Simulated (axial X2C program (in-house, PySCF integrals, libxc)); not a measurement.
# Linear CuCN⁺ at several levels

How do method and spin–orbit coupling move the bonds and stretches of CuCN⁺, held linear?

Method: all-electron X2C, two-component (2c) or spin-free, Cu dyall-v3z, C dyall-v3z, N dyall-av3z; program: an in-house X2C program for linear molecules on PySCF integrals.

All values are calculated.

2 further runs of the same task are left out: 2 set aside as unsound or not needed.

### 1 Input

task.json reads:

```json
{"zs": [29, 6, 7], "q": 1, "bas": ["dyall-v3z", "dyall-v3z", "dyall-av3z"], "r0": [1.82, 1.16], "symm": 0, "scan": ["PBE0", "HF", "PBE"], "levels": ["PBE0", "HF", "PBE"], "nst": 2}
```

Keys: zs atomic numbers; q charge; bas basis sets; r0 starting distance in Å; symm equal bonds; scan levels of the two-bond scan; levels methods; nst determinants followed.

Started as:

```sh
python solin.py task.json out
```

Masses Cu 62.930, C 12.000, N 14.003 u.

### 2 Scan at PBE0, 2c

State: Ω = 1/2 (beyond evenly filled blocks: ω = 1/2). Energies above the lowest point, from the job's result record:

| r(Cu–C) (Å) | r(C–N) (Å) | E (meV) |
| --- | --- | --- |
| 1.7804 | 1.1281 | 64.03 |
| 1.7804 | 1.1570 | 16.73 |
| 1.7804 | 1.1859 | 65.87 |
| 1.8260 | 1.1281 | 46.65 |
| 1.8260 | 1.1570 | 0.00 |
| 1.8260 | 1.1859 | 49.85 |
| 1.8260 | 1.2148 | 167.42 |
| 1.8716 | 1.1281 | 63.89 |
| 1.8716 | 1.1570 | 17.61 |
| 1.8716 | 1.1859 | 67.88 |
| 1.9173 | 1.1570 | 62.30 |
| 1.9173 | 1.2148 | 230.34 |

A quadratic surface with cubic terms in each bond gives the minimum at 1.824 and 1.155 Å, force constants 2.66, 18.8 and coupling 0.04 mdyn/Å.

### 3 Scan at HF, 2c

State: Ω = 1/2 (beyond evenly filled blocks: ω = 1/2). Energies above the lowest point, from the job's result record:

| r(Cu–C) (Å) | r(C–N) (Å) | E (meV) |
| --- | --- | --- |
| 1.7804 | 1.1281 | 105.69 |
| 1.7804 | 1.1570 | 149.83 |
| 1.7804 | 1.1859 | 266.73 |
| 1.8260 | 1.1281 | 27.04 |
| 1.8260 | 1.1570 | 73.17 |
| 1.8260 | 1.1859 | 194.00 |
| 1.8260 | 1.2148 | 352.68 |
| 1.8716 | 1.1281 | 0.00 |
| 1.8716 | 1.1570 | 47.66 |
| 1.8716 | 1.1859 | 172.06 |
| 1.9173 | 1.1570 | 64.94 |
| 1.9173 | 1.2148 | 356.95 |

A quadratic surface with cubic terms in each bond gives the minimum at 1.878 and 1.128 Å, force constants 3.1, 21.4 and coupling 0.36 mdyn/Å.

### 4 Scan at PBE, 2c

State: Ω = 1/2 (beyond evenly filled blocks: ω = 1/2). Energies above the lowest point, from the job's result record:

| r(Cu–C) (Å) | r(C–N) (Å) | E (meV) |
| --- | --- | --- |
| 1.7804 | 1.1281 | 103.64 |
| 1.7804 | 1.1570 | 16.38 |
| 1.7804 | 1.1859 | 26.28 |
| 1.8260 | 1.1281 | 85.80 |
| 1.8260 | 1.1570 | 0.00 |
| 1.8260 | 1.1859 | 11.35 |
| 1.8260 | 1.2148 | 102.73 |
| 1.8716 | 1.1281 | 100.70 |
| 1.8716 | 1.1570 | 15.99 |
| 1.8716 | 1.1859 | 28.42 |
| 1.9173 | 1.1570 | 57.78 |
| 1.9173 | 1.2148 | 164.19 |

A quadratic surface with cubic terms in each bond gives the minimum at 1.824 and 1.168 Å, force constants 2.51, 17.4 and coupling 0.13 mdyn/Å.

### 5 Comparison

| level | r(Cu–C) (Å) | r(C–N) (Å) | lower stretch (cm⁻¹) | upper stretch (cm⁻¹) |
| --- | --- | --- | --- | --- |
| PBE0, 2c | 1.824 | 1.155 | 485.9 | 2269.1 |
| HF, 2c | 1.878 | 1.128 | 527.9 | 2398.4 |
| PBE, 2c | 1.824 | 1.168 | 472.4 | 2176.3 |
| PBE0, spin-free | 1.824 | 1.155 | 485.5 | 2284.5 |
| PBE, spin-free | 1.824 | 1.168 | 472.6 | 2179.2 |

Scans not shown above were run alike.

In words: Over the levels the Cu–C bond spans 1.824 to 1.878 Å and the C–N bond 1.128 to 1.168 Å. At PBE0 spin–orbit coupling leaves both bonds unchanged to 0.001 Å. Each state is one determinant, the lowest of a limited PBE0 search; the stretches come from a fit to few points and are good to some per cent at best. The molecule was held linear; bending was not examined, so a bent shape may lie lower.
